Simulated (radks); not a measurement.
**Ionisation of Pb: one atom, several choices of functional**

The task here is to estimate one member of a computed series from the others.

Method: scalar-relativistic Kohn-Sham, spin-polarised, spherical densities, point nucleus; open shells are filled with parallel spins first. Code: radks (a radial shooting solver on a logarithmic mesh, Libxc functionals) version 1.

2 further runs of the same task are left out: 2 set aside as unsound or not needed.

## What is computed

```
element       : lead (Z = 82)
charge        : 0
electrons     : 82
configuration : [Hg] 6p2
ion           : Pb⁺, [Hg] 6p1
choices       : XLYP; BP86; exchange-only B88; revPBE; RPBE; LDA (Slater exchange, VWN5 correlation); PBEsol
```

The outer shells:

Pb
```
[Hg] core
6p [↑ ][↑ ][  ]
```

Pb⁺
```
[Hg] core
6p [↑ ][  ][  ]
```

The first run:

Settings of this run:

```text
Z 82
configuration [Hg] 6p2
relativity scalar-relativistic
functional xlyp
spin polarised
nucleus point
c 137.035999084
```

Steps of the session up to this table: XLYP: Pb; XLYP: Pb⁺; BP86: Pb; BP86: Pb⁺; exchange-only B88: Pb; exchange-only B88: Pb⁺; revPBE: Pb; revPBE: Pb⁺; RPBE: Pb; RPBE: Pb⁺; LDA (Slater exchange, VWN5 correlation): Pb; LDA (Slater exchange, VWN5 correlation): Pb⁺; PBEsol: Pb; PBEsol: Pb⁺.

One of the session's tables, all rows but one given; the rest of the session is left out.

```
                             functional  Δ-SCF (eV)  −ε(HOMO) (eV)  <r> HOMO (bohr)
                                   XLYP       6.838          3.738            3.350
                                   BP86       7.124          4.050            3.311
                      exchange-only B88       6.431          3.451            3.431
                                 revPBE       6.931          3.897            3.328
                                   RPBE       6.924          3.895            3.334
LDA (Slater exchange, VWN5 correlation)           ?              ?                ?
                                 PBEsol       7.026          3.965            3.309
```

**Question.** Estimate the row for LDA (Slater exchange, VWN5 correlation).

**Answer.** Δ-SCF (eV): 7.160; −ε(HOMO) (eV): 4.062; <r> HOMO (bohr): 3.307. In the column «Δ-SCF (eV)» it is the highest.

Open shells are spherical and high-spin; term and fine-structure splittings are not resolved. Spin-orbit splitting is averaged out at the scalar-relativistic level.
